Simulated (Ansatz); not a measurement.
**B₂ClFH₃P: small, medium and large basis sets**

How large a basis does B₂ClFH₃P need? Two functionals are run in growing sets.

The runs use Ansatz 0.2.0, Gaussian basis; one geometry, several basis sets.

The runs, in order: PBE0-D4/def2-SVP; ωB97M-V/def2-SVP; PBE0-D4/def2-QZVPP; ωB97M-V/def2-QZVPP; the functionals' def2-TZVPP values are taken from earlier runs.

## 1. The relaxed structure

All runs share one geometry, relaxed beforehand with PBE0-D4 in a triple-zeta def2 set.

SMILES `BPB(F)Cl`, 8 atoms, charge 0, spin multiplicity 1.

Atoms are counted from 1 here; the program's logs count them from 0.

Bond lengths: B1–P2 1.840 Å, B1–H6 1.191 Å, B1–H7 1.191 Å, P2–B3 1.886 Å, P2–H8 1.407 Å, B3–F4 1.317 Å, B3–Cl5 1.747 Å. Angles: P2–B1–H6 119.3°, P2–B1–H7 118.2°, H6–B1–H7 122.2°, B1–P2–B3 111.5°, B1–P2–H8 111.0°, B3–P2–H8 106.4°, P2–B3–F4 120.5°, P2–B3–Cl5 120.8°, F4–B3–Cl5 118.7°.

## 2. PBE0-D4 in def2-SVP

in.yaml reads:

```yaml
crystal:
  periodic: [false, false, false]
  atoms:
    - {symbol: B, position_ang: [-0.167005, 0.427517, 1.498250]}
    - {symbol: P, position_ang: [0.147156, -0.863836, 0.226399]}
    - {symbol: B, position_ang: [0.347177, -0.109475, -1.490935]}
    - {symbol: F, position_ang: [-0.202150, -0.684807, -2.541044]}
    - {symbol: Cl, position_ang: [1.338355, 1.308846, -1.735222]}
    - {symbol: H, position_ang: [-0.876451, 0.176895, 2.422080]}
    - {symbol: H, position_ang: [0.437695, 1.450276, 1.421949]}
    - {symbol: H, position_ang: [-0.932679, -1.762615, 0.142724]}
basis:
  gaussian: {orbitals: def2-SVP}
hamiltonian: {xc: pbe0, dispersion: d4}
output: {orbitals: {seedname: orbitals}}
```

Command:

```console
ansatz run in.yaml --threads 2 --pin off --events-out ev --progress --plain --max-ram 4352MiB
```

After this run come: ωB97M-V in def2-SVP; PBE0-D4 in def2-QZVPP; ωB97M-V in def2-QZVPP.

**Question.** What will the summary of the whole plan be? Wanted: PBE0-D4: double and triple zeta above quadruple; ωB97M-V: double and triple zeta above quadruple.

As calculated:

```
                                       quantity           value
PBE0-D4: double and triple zeta above quadruple  13.11, 0.88 eV
ωB97M-V: double and triple zeta above quadruple  13.15, 0.82 eV
```

What this shows: PBE0-D4 gains 12.23 eV from double to triple zeta, then 0.88 eV more. These are total energies; as a rule much of such shifts cancels in differences, which this series doesn't test.
